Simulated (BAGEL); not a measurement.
**UHF/STO-3G (density fitting with qzvpp-jkfit) run of Si2H2F3 (SMILES F[Si](F)(F)[SiH2])**

What is the vertical doublet–quartet gap of Si2H2F3 at UHF/STO-3G (density fitting with qzvpp-jkfit)? 

The calculation is run with BAGEL 1.2.2.

1 further run of the same task is left out (set aside as unsound or not needed). Runs told in other sessions of the task aren't counted.

## 1. The molecule

Si2H2F3 has 7 atoms, charge 0, and is taken as a doublet. SMILES: `F[Si](F)(F)[SiH2]`. The shape is that of a PBE0-D4/def2-TZVP optimisation.

Bond lengths: F1–Si2 1.580 Å, Si2–F3 1.581 Å, Si2–F4 1.580 Å, Si2–Si5 2.311 Å, Si5–H6 1.484 Å, Si5–H7 1.484 Å. Angles: F1–Si2–F3 106.6°, F1–Si2–F4 107.6°, F1–Si2–Si5 110.4°, F3–Si2–F4 106.6°, F3–Si2–Si5 114.8°, F4–Si2–Si5 110.4°, Si2–Si5–H6 113.2°, Si2–Si5–H7 113.2°, H6–Si5–H7 112.2°.

## 2. The energy at UHF/STO-3G (density fitting with qzvpp-jkfit)

hf.json reads:

```json
{ "bagel": [

{
  "title": "molecule",
  "basis": "sto-3g",
  "df_basis": "qzvpp-jkfit",
  "angstrom": "true",
  "geometry": [
    { "atom": "F", "xyz": [    0.541000,   -1.122900,    1.740900 ] },
    { "atom": "Si", "xyz": [    0.348100,   -0.838500,    0.198300 ] },
    { "atom": "F", "xyz": [   -0.739700,   -1.863500,   -0.318400 ] },
    { "atom": "F", "xyz": [    1.701000,   -1.209700,   -0.529600 ] },
    { "atom": "Si", "xyz": [   -0.171300,    1.385900,   -0.152100 ] },
    { "atom": "H", "xyz": [   -1.367400,    1.832600,    0.604300 ] },
    { "atom": "H", "xyz": [   -0.250400,    1.748100,   -1.589000 ] }
  ]
},
{ "title": "uhf", "nopen": 1 },
{ "title": "print", "file": "orbitals.molden", "orbitals": "true" }

]}
```

On the command line:

```
$ BAGEL_NUM_THREADS=1 BAGEL hf.json > hf.out
```

Output:

```text
* using 1 threads per process

  ===============================================================
  ===============================================================

  *** Geometry ***

  { "atom" : "F", "xyz" : [      1.022342,     -2.121973,      3.289824 ] },
  { "atom" : "Si", "xyz" : [      0.657814,     -1.584535,      0.374733 ] },
  { "atom" : "F", "xyz" : [     -1.397830,     -3.521505,     -0.601689 ] },
  { "atom" : "F", "xyz" : [      3.214424,     -2.286002,     -1.000799 ] },
  { "atom" : "Si", "xyz" : [     -0.323710,      2.618971,     -0.287427 ] },
  { "atom" : "H", "xyz" : [     -2.584012,      3.463112,      1.141961 ] },
  { "atom" : "H", "xyz" : [     -0.473187,      3.303430,     -3.002775 ] },

  Number of auxiliary basis functions:      523

  Since a DF basis is specified, we compute 2- and 3-index integrals:
    o Being stored without compression. Storage requirement is 0.005 GB

  Number of basis functions:       35
  Number of electrons      :       57

    * METHOD: MOLECULE                             0.14

  *** Open-shell HF ***

  === Nuclear Repulsion ===
   305.6029194369

      * DIIS with orbital gradients will be used.

  === UHF iteration (sto-3g) ===
      0       -866.37278635          0.03093416           0.04
      1       -866.50023971          0.00562675           0.04
      2       -866.50592638          0.00165692           0.04
      3       -866.50680271          0.00059045           0.04
      4       -866.50704029          0.00007634           0.04
      5       -866.50708439          0.00003311           0.04
      6       -866.50710099          0.00001435           0.04
      7       -866.50710399          0.00000432           0.04
      8       -866.50710408          0.00000155           0.04
      9       -866.50710408          0.00000046           0.04
     10       -866.50710409          0.00000012           0.04
     11       -866.50710409          0.00000004           0.04
     12       -866.50710409          0.00000002           0.04
     13       -866.50710409          0.00000001           0.04
    * SCF iteration converged.

    * S^2 (UHF) is 0.7547

    * Permanent dipole moment:
           (    0.043410,    -0.678013,     0.048202) a.u.

    * METHOD: UHF                                  0.63

    * METHOD: PRINT                                0.00

  ===============================================================
```

Run time: 0.92 s. Hardware: 1 thread of Intel Xeon 6975P-C (Granite Rapids), shared host; peak memory 0.082 GiB.

## 3. The quartet, same level

input.json reads:

```json
{ "bagel": [

{
  "title": "molecule",
  "basis": "sto-3g",
  "df_basis": "qzvpp-jkfit",
  "angstrom": true,
  "geometry": [
    { "atom": "F", "xyz": [       0.541000,      -1.122900,       1.740900 ] },
    { "atom": "Si", "xyz": [       0.348100,      -0.838500,       0.198300 ] },
    { "atom": "F", "xyz": [      -0.739700,      -1.863500,      -0.318400 ] },
    { "atom": "F", "xyz": [       1.701000,      -1.209700,      -0.529600 ] },
    { "atom": "Si", "xyz": [      -0.171300,       1.385900,      -0.152100 ] },
    { "atom": "H", "xyz": [      -1.367400,       1.832600,       0.604300 ] },
    { "atom": "H", "xyz": [      -0.250400,       1.748100,      -1.589000 ] }
  ]
},

{
  "title": "uhf",
  "nopen": 3
},

{
  "title": "print",
  "file": "orbitals.molden",
  "orbitals": true
}

]}
```

On the command line:

```
$ BAGEL_NUM_THREADS=1 BAGEL input.json > input.out
```

Output:

```text
* using 1 threads per process

  ===============================================================
  ===============================================================

  *** Geometry ***

  { "atom" : "F", "xyz" : [      1.022342,     -2.121973,      3.289824 ] },
  { "atom" : "Si", "xyz" : [      0.657814,     -1.584535,      0.374733 ] },
  { "atom" : "F", "xyz" : [     -1.397830,     -3.521505,     -0.601689 ] },
  { "atom" : "F", "xyz" : [      3.214424,     -2.286002,     -1.000799 ] },
  { "atom" : "Si", "xyz" : [     -0.323710,      2.618971,     -0.287427 ] },
  { "atom" : "H", "xyz" : [     -2.584012,      3.463112,      1.141961 ] },
  { "atom" : "H", "xyz" : [     -0.473187,      3.303430,     -3.002775 ] },

  Number of auxiliary basis functions:      523

  Since a DF basis is specified, we compute 2- and 3-index integrals:
    o Being stored without compression. Storage requirement is 0.005 GB

  Number of basis functions:       35
  Number of electrons      :       57

    * METHOD: MOLECULE                             0.14

  *** Open-shell HF ***

  === Nuclear Repulsion ===
   305.6029194369

      * DIIS with orbital gradients will be used.

  === UHF iteration (sto-3g) ===
      0       -865.99352726          0.02917340           0.04
      1       -866.14890527          0.00880694           0.04
      2       -866.16563327          0.00249381           0.04
      3       -866.16964081          0.00148976           0.04
      4       -866.17195047          0.00037600           0.04
      5       -866.17224631          0.00017419           0.04
      6       -866.17233054          0.00006552           0.04
      7       -866.17234181          0.00003175           0.04
      8       -866.17234353          0.00001883           0.04
      9       -866.17234406          0.00000792           0.04
     10       -866.17234417          0.00000284           0.04
     11       -866.17234418          0.00000113           0.04
     12       -866.17234418          0.00000062           0.04
     13       -866.17234418          0.00000033           0.04
     14       -866.17234418          0.00000016           0.04
     15       -866.17234418          0.00000006           0.04
     16       -866.17234418          0.00000004           0.04
     17       -866.17234418          0.00000001           0.04
     18       -866.17234418          0.00000000           0.04
    * SCF iteration converged.

    * S^2 (UHF) is 3.7643

    * Permanent dipole moment:
           (   -0.150644,    -0.462799,    -0.059017) a.u.

    * METHOD: UHF                                  0.84

    * METHOD: PRINT                                0.00

  ===============================================================
```

It took 1.1 s on 1 thread of Intel Xeon 6975P-C (Granite Rapids), shared host; peak memory 0.082 GiB.

## 4. What came out

Level: UHF/STO-3G (density fitting with qzvpp-jkfit).

```
                                        quantity          value
                           doublet: total energy  -866.50710 Eh
                          doublet: dipole moment         1.73 D
                                   doublet: ⟨S²⟩          0.755
                           quartet: total energy  -866.17234 Eh
                          quartet: dipole moment         1.25 D
                                   quartet: ⟨S²⟩          3.764
vertical energy of the quartet above the doublet       9.109 eV
```

In words: At this shape the quartet lies 9.11 eV (210 kcal/mol) above the doublet. In a minimal basis such a difference can be off by several eV, whatever the method.
